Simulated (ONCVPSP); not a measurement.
# Pseudopotential generation for P: ONCV, PBE

Aim: build the potential from the settings below, then test how well it stands in for the atom: other configurations, scattering, ghost states and the plane-wave cutoff that it needs.

Program: ONCVPSP 4.0.1.1 (patched build). Reference atom: PBE, scalar-relativistic, spherical and spin-unpolarised. All values are calculated.

**1. Settings**

Typed settings, in words:

| Item | Value |
| --- | --- |
| element | phosphorus (P, Z = 15) |
| type | optimised norm-conserving Vanderbilt (ONCV) |
| frozen core | [Ne] |
| valence charge | 5 |
| reference configuration | 3s2 3p3 |
| partial waves | 3s: rc 1.60 bohr, ncon 4, nbas 7, qcut 5.1 1/bohr, 2 projectors, debl 1.5 Ha; 3p: rc 1.50 bohr, ncon 4, nbas 7, qcut 6 1/bohr, 3 projectors, debl 1.3 Ha; d scattering state at 0.04 Ha: rc 1.25 bohr, ncon 3, nbas 7, qcut 8.2 1/bohr, 2 projectors, debl 2.2 Ha |
| local potential | polynomial inside 1.10 bohr (lpopt 5, dvloc0 0 Ha) |
| core correction | Teter function, fcfact 3.5, rcfact 1.75 |

The outer shells as boxes (Hund's rule for the drawing; the calculation is spin-unpolarised):

```
[Ne] core
3s [↑↓]
3p [↑ ][↑ ][↑ ]
```

**2. Generating the potential**

File P.dat:

```
# ATOM AND REFERENCE CONFIGURATION
# atsym  z   nc   nv     iexc    psfile
  P 15.00    3    2        4      upf
#
#   n    l    f
    1    0    2.00
    2    0    2.00
    2    1    6.00
    3    0    2.00
    3    1    3.00
#
# PSEUDOPOTENTIAL AND OPTIMIZATION
# lmax
    2
#
#   l,   rc,      ep,       ncon, nbas, qcut
    0    1.60    0.00    4    7    5.10
    1    1.50    0.00    4    7    6.00
    2    1.25    0.04    3    7    8.20
#
# LOCAL POTENTIAL
# lloc, lpopt,  rc(5),   dvloc0
    4    5    1.10    0.00
#
# VANDERBILT-KLEINMAN-BYLANDER PROJECTORs
# l, nproj, debl
    0    2    1.50
    1    3    1.30
    2    2    2.20
#
# MODEL CORE CHARGE
# icmod, fcfact, rcfact
    3    3.50    1.75
#
# LOG DERIVATIVE ANALYSIS
# epsh1, epsh2, depsh
   -2.00    5.00    0.02
#
# OUTPUT GRID
# rlmax, drl
    6.00    0.01
#
# TEST CONFIGURATIONS
# ncnf
    4
# nvcnf
#   n    l    f
    2
    3    0    2.00
    3    1    2.00
#
    2
    3    0    2.00
    3    1    1.00
#
    2
    3    0    2.00
    3    1    0.00
#
    2
    3    0    2.00
    3    1    2.50
#
```

Launch:

```console
$ oncvpsp.x < P.dat > P.out
```

Q: Predict the outcome of this session. Wanted: cutoffs for 1 and 0.1 mHa per electron, occupied waves; bound ghosts; GHOST(+) flags; largest test error; largest phase difference near zero energy, channels read; rms error of d²Exc/dn², without and with the model core.

As calculated:

```
                                                quantity                                  value
  cutoffs for 1 and 0.1 mHa per electron, occupied waves                        11 Ha and 14 Ha
                                            bound ghosts                         p at -96.82 eV
                                          GHOST(+) flags  s at 70 eV, p at 726 eV, p at 1457 eV
                            largest test error (AE − PS)                  -104 meV, for 3s2 3p0
largest phase difference near zero energy, channels read                              0.000 rad
 rms error of d²Exc/dn², without and with the model core                      1.58 and 3.10 mHa
```

**Reading.** It has a bound ghost (p), a state that the atom doesn't have, and that rules the file out. The worst unpolarised test, 3s2 3p0, is off by 104 meV on 58.6 eV; by total energies transferability rates as fair for so large an energy. That test lies far up in energy; among those under 40 eV, nearer to bonding, the largest error is 18 meV. The potential is soft on the atom at that tolerance: the looser tolerance needs 11 Ha. At the looser tolerance the 3s wave is the slowest; 3p needs 4 Ha. Near zero energy the phases of the channels with partial waves agree within 0.001 rad. The program also flags highly localised states, GHOST(+) (s, p). These are tests on the free atom; a crystal test is still owed.
